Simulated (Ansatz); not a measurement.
# Y3AlN4: the cost of one run

Method: DFT PBE, scalar-relativistic, plane waves, PAW, in Ansatz 0.2.0.

## (1) The system as given

Symmetry: I4/mmm, No. 139, tetragonal system. The conventional cell has a = 5.040 Å, b = 5.040 Å, c = 10.080 Å, α = 90.00°, β = 90.00°, γ = 90.00°. Y (site symmetry 4/mmm) is surrounded by 6 N at 2.52 Å. Around Y (site symmetry -4m2) lie 6 N at 2.52 Å. Around Al (site symmetry 4/mmm) lie 6 N at 2.52 Å. N (site symmetry 4mm) is surrounded by 5 Y at 2.52 Å and 1 Al at 2.52 Å. N (site symmetry mmm) is surrounded by 4 Y at 2.52 Å and 2 Al at 2.52 Å.

Structure file:

```
CELL_PARAMETERS angstrom
-2.51991 2.51991 5.03982
2.51991 -2.51991 5.03982
2.51991 2.51991 -5.03982
ATOMIC_POSITIONS crystal
Y 0.00000 0.00000 0.00000
Y 0.75000 0.25000 0.50000
Y 0.25000 0.75000 0.50000
Al 0.50000 0.50000 0.00000
N 0.75000 0.75000 0.00000
N 0.25000 0.25000 0.00000
N 0.50000 0.00000 0.50000
N 0.00000 0.50000 0.50000
```

The start is an ordering of an alloy on its end members' structure types: elements ordered on the sites of the AlN type, Al/Y on Al (I4/mmm, No. 139).

## (2) The guess as it stands, on a coarse mesh

input.yaml

```yaml
crystal:
  lattice:
    - [-2.5199089, 2.5199089, 5.0398178]
    - [2.5199089, -2.5199089, 5.0398178]
    - [2.5199089, 2.5199089, -5.0398178]
  atoms:
    - { symbol: "Y", position: [0.0, 0.0, 0.0] }
    - { symbol: "Y", position: [0.75, 0.25, 0.5] }
    - { symbol: "Y", position: [0.25, 0.75, 0.5] }
    - { symbol: Al, position: [0.5, 0.5, 0.0] }
    - { symbol: "N", position: [0.75, 0.75, 0.0] }
    - { symbol: "N", position: [0.25, 0.25, 0.0] }
    - { symbol: "N", position: [0.5, 0.0, 0.5] }
    - { symbol: "N", position: [0.0, 0.5, 0.5] }
basis:
  ecutwfc: 420
kpoints:
  mp_grid: { grid: [6, 6, 6] }
hamiltonian:
  xc: pbe
scf:
  occupations: { method: gaussian, width: 0.1 }
  lower_state_search: "off"
output:
  forces: true
  stress: true
  eigenvalues: true
```

The run is started by

```sh
ansatz run input.yaml --threads 1 --pin off --max-ram 2560MiB --backend cpu --events-out ev --progress --plain --runs-dir out
```

What time and memory should one allow on 1 thread of Intel Xeon Platinum 8259CL at 2.50GHz (Skylake/Cascade Lake), shared host?

About 6.9 s, with a peak of 0.49 GiB.
